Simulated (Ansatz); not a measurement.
# BGe₂+ (quintet): wave-function methods side by side, cc-pVTZ

An exercise on one series of results from a longer session: the logs are not shown, and one member is left open.

Method: cc-pVTZ, core rule «outside noble gas», up to 29 orbitals frozen; program: Ansatz 0.2.0, Gaussian basis.

The runs, in order: UHF; CCSD(T) on ROHF; CCSD(T) on UHF; BCCD(T) on ROHF; CCSDT(Q) on ROHF; CCSDT(Q) on UHF; CASSCF and MRCISD+Q, 10 electrons in 12 orbitals; CASSCF and NEVPT2, 10 electrons in 12 orbitals.

5 further runs of the same task are left out: 5 set aside as unsound or not needed.

## The geometry

The geometry is a PBE0/def2-TZVP stationary point (not a proven minimum) of the parent state, kept for this charge and spin. No spin-orbit coupling is included. The filled d shell of Ge may be among the frozen orbitals whatever the setting's name suggests; the logs give the count.

3 atoms, charge 1, spin multiplicity 5.

Atoms are counted from 1 here; the program's logs count them from 0.

Bond lengths: Ge1–B2 2.025 Å, B2–Ge3 2.025 Å. Angles: Ge1–B2–Ge3 180.0°.

Set-up of the first run:

The input, in.yaml:

```yaml
crystal:
  periodic: [false, false, false]
  atoms:
    - {symbol: Ge, position_ang: [0.000000, 0.000000, 2.025400]}
    - {symbol: B, position_ang: [0.000000, 0.000000, 0.000000]}
    - {symbol: Ge, position_ang: [0.000000, 0.000000, -2.025400]}
basis:
  gaussian: {orbitals: cc-pVTZ}
total_charge: 1
magnetization: {spin_polarized: true, initial_magnetization: 4}
hamiltonian: {xc: hf}
output: {orbitals: {seedname: orbitals}}
```

Run with:

```sh
> ansatz run in.yaml --threads 1 --pin off --events-out ev --progress --plain --max-ram 2816MiB --backend cpu
```

Among the steps run: UHF; CCSD(T) on ROHF; CCSD(T) on UHF; BCCD(T) on ROHF; CCSDT(Q) on ROHF; CCSDT(Q) on UHF; CASSCF and MRCISD+Q, 10 electrons in 12 orbitals; CASSCF and NEVPT2, 10 electrons in 12 orbitals.

One of the session's tables, all rows but one given; the rest of the session is left out.

| method | from RCCSDT(Q) (kJ/mol) |
| --- | --- |
| ROHF | +666.2 |
| UHF | +650.7 |
| RMP2 | +138.5 |
| UMP2 | +143.7 |
| RCCSD | ? |
| UCCSD | +50.7 |
| RCCSD(T) | +10.5 |
| UCCSD(T) | +9.2 |
| BCCD(T) | +10.3 |
| RCCSDT | +3.9 |
| UCCSDT | +2.4 |
| RCCSDT(Q) | 0 |
| UCCSDT(Q) | -1.6 |
| CASSCF valence | +388.1 |
| NEVPT2 valence | +78.3 |
| MRCISD valence | +31.7 |
| MRCISD+Q valence | +2.1 |

Q: Estimate the row for RCCSD from the others.

**Answer.** from RCCSDT(Q) (kJ/mol): +52.5. In the column «from RCCSDT(Q) (kJ/mol)» it lies between UCCSD (+50.7) and NEVPT2 valence (+78.3).

Caveats from the session: Warnings: coupled cluster took another determinant than the lowest. Restricted and unrestricted rows rest on different reference determinants; where their highest levels disagree by more than a few hundredths of an eV, they describe different states and don't form one ladder.
